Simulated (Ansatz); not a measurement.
# C2H8InN: how energies converge with the basis set

The task here is to estimate one member of a computed series from the others.

Method: one geometry, several basis sets; program: Ansatz 0.2.0, Gaussian basis.

Plan: PBE0-D4/def2-SVP; ωB97M-V/def2-SVP; PBE0-D4/def2-QZVPP; ωB97M-V/def2-QZVPP; the functionals' def2-TZVPP values are taken from earlier runs.

**Structure used throughout**

An earlier PBE0-D4 in a triple-zeta def2 set relaxation fixed the geometry. In takes the def2 core potential; no spin-orbit term is included.

SMILES `C[NH][InH][CH3]`, 12 atoms, charge 0, spin multiplicity 1.

Atoms are counted from 1 here; the program's logs count them from 0.

Bond lengths: C1–N2 1.442 Å, C1–H5 1.099 Å, C1–H6 1.099 Å, C1–H7 1.093 Å, N2–In3 2.018 Å, N2–H8 1.008 Å, In3–C4 2.144 Å, In3–H9 1.718 Å, C4–H10 1.090 Å, C4–H11 1.091 Å, C4–H12 1.091 Å. Angles: N2–C1–H5 112.8°, N2–C1–H6 112.8°, N2–C1–H7 110.0°, H5–C1–H6 107.2°, H5–C1–H7 106.8°, H6–C1–H7 106.8°, C1–N2–In3 128.2°, C1–N2–H8 112.5°, In3–N2–H8 119.4°, N2–In3–C4 115.2°, N2–In3–H9 113.0°, C4–In3–H9 131.8°, In3–C4–H10 110.4°, In3–C4–H11 110.1°, In3–C4–H12 110.5°, H10–C4–H11 108.8°, H10–C4–H12 109.0°, H11–C4–H12 108.0°.

As a file:

```
C    -0.6657    2.2179    0.2080
N    -0.6528    0.7914   -0.0029
In    0.9196   -0.4694    0.0969
C     0.4624   -2.5287   -0.2855
H    -1.3086    2.5186    1.0470
H    -1.0029    2.7756   -0.6768
H     0.3429    2.5711    0.4395
H    -1.5666    0.4255   -0.2216
H     2.3937    0.3249    0.4803
H    -0.5791   -2.6360   -0.5893
H     0.6296   -3.1241    0.6137
H     1.1042   -2.9219   -1.0751
```

The first run:

File in.yaml:

```yaml
crystal:
  periodic: [false, false, false]
  atoms:
    - {symbol: C, position_ang: [-0.665694, 2.217919, 0.207964]}
    - {symbol: N, position_ang: [-0.652786, 0.791358, -0.002931]}
    - {symbol: In, position_ang: [0.919637, -0.469397, 0.096875]}
    - {symbol: C, position_ang: [0.462391, -2.528715, -0.285483]}
    - {symbol: H, position_ang: [-1.308583, 2.518555, 1.046977]}
    - {symbol: H, position_ang: [-1.002917, 2.775623, -0.676791]}
    - {symbol: H, position_ang: [0.342889, 2.571111, 0.439470]}
    - {symbol: H, position_ang: [-1.566561, 0.425452, -0.221607]}
    - {symbol: H, position_ang: [2.393745, 0.324896, 0.480284]}
    - {symbol: H, position_ang: [-0.579103, -2.635993, -0.589349]}
    - {symbol: H, position_ang: [0.629635, -3.124068, 0.613654]}
    - {symbol: H, position_ang: [1.104249, -2.921944, -1.075064]}
basis:
  gaussian: {orbitals: def2-SVP}
hamiltonian: {xc: pbe0, dispersion: d4}
output: {orbitals: {seedname: orbitals}}
```

Steps of the session up to this table: PBE0-D4 in def2-SVP; ωB97M-V in def2-SVP; PBE0-D4 in def2-QZVPP; ωB97M-V in def2-QZVPP.

One table of the session follows, with a row left open; its other results are not shown here.

It belongs to the step «Functionals by basis». 

| functional | basis | HOMO (eV) |
| --- | --- | --- |
| PBE0-D4 | def2-SVP | -6.01 |
| PBE0-D4 | def2-TZVPP | -6.12 |
| PBE0-D4 | def2-QZVPP | -6.15 |
| ωB97M-V | def2-SVP | ? |
| ωB97M-V | def2-TZVPP | -8.43 |
| ωB97M-V | def2-QZVPP | -8.47 |

Estimate the missing values for ωB97M-V, def2-SVP.

As computed: HOMO (eV): -8.29. In the column «HOMO (eV)» it lies between ωB97M-V, def2-TZVPP (-8.43) and PBE0-D4, def2-QZVPP (-6.15).
